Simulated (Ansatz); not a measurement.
Working through a comparison of dispersion corrections of B2F2H4OSi, SMILES FBB(F)O[SiH3]

Computed with the Ansatz DFT code, driven from Python.

The cells in order, each with its output:

In [1]:
```python
import ansatz as az
from ase import Atoms

atoms = Atoms(["F", "B", "B", "F", "O", "Si", "H", "H", "H", "H"], positions=[
    (1.4837, 1.0333, 1.8243),
    (0.7623, -0.2045, 1.7984),
    (0.3306, -0.914, 0.3402),
    (-0.1771, -2.2131, 0.3508),
    (0.754, -0.3, -0.9306),
    (-0.617, 0.6245, -1.4433),
    (0.523, -0.7343, 2.821),
    (-1.7317, -0.268, -1.6433),
    (-0.2967, 1.2734, -2.6813),
    (-0.948, 1.6516, -0.4333),
])
mol = az.Crystal.molecule_from_ase(atoms)
```

In [2]:
```python
job = mol.calculation().basis(gaussian="def2-SVP")
for name in ["blyp", "revpbe"]:
    for correction in ("d3bj", "d4"):
        rep = job.functional(name, dispersion=correction).run(threads=1).report
        print(f"{name:8s} {correction:5s} total {rep['free_energy_ev']:.5f} eV, of which dispersion {1000 * rep['dispersion']['energy']['ev']:.2f} meV")
```
```text
blyp     d3bj  total -16768.97742 eV, of which dispersion -403.38 meV
blyp     d4    total -16769.00002 eV, of which dispersion -425.97 meV
revpbe   d3bj  total -16765.96666 eV, of which dispersion -456.12 meV
revpbe   d4    total -16766.09379 eV, of which dispersion -583.25 meV
```

Total energies depend on the basis set; only differences at equal settings carry meaning. The geometry is a force-field or estimated start, not a minimum of this method, and the basis set is short of its limit. D4 holds the three-body term, and d3bj doesn't. Hardware and time: 10 s on 1 thread of Arm Neoverse V2, on a shared host, peak memory 0.21 GiB.

(Lines on the test bed's own set-up are left out of the output.)
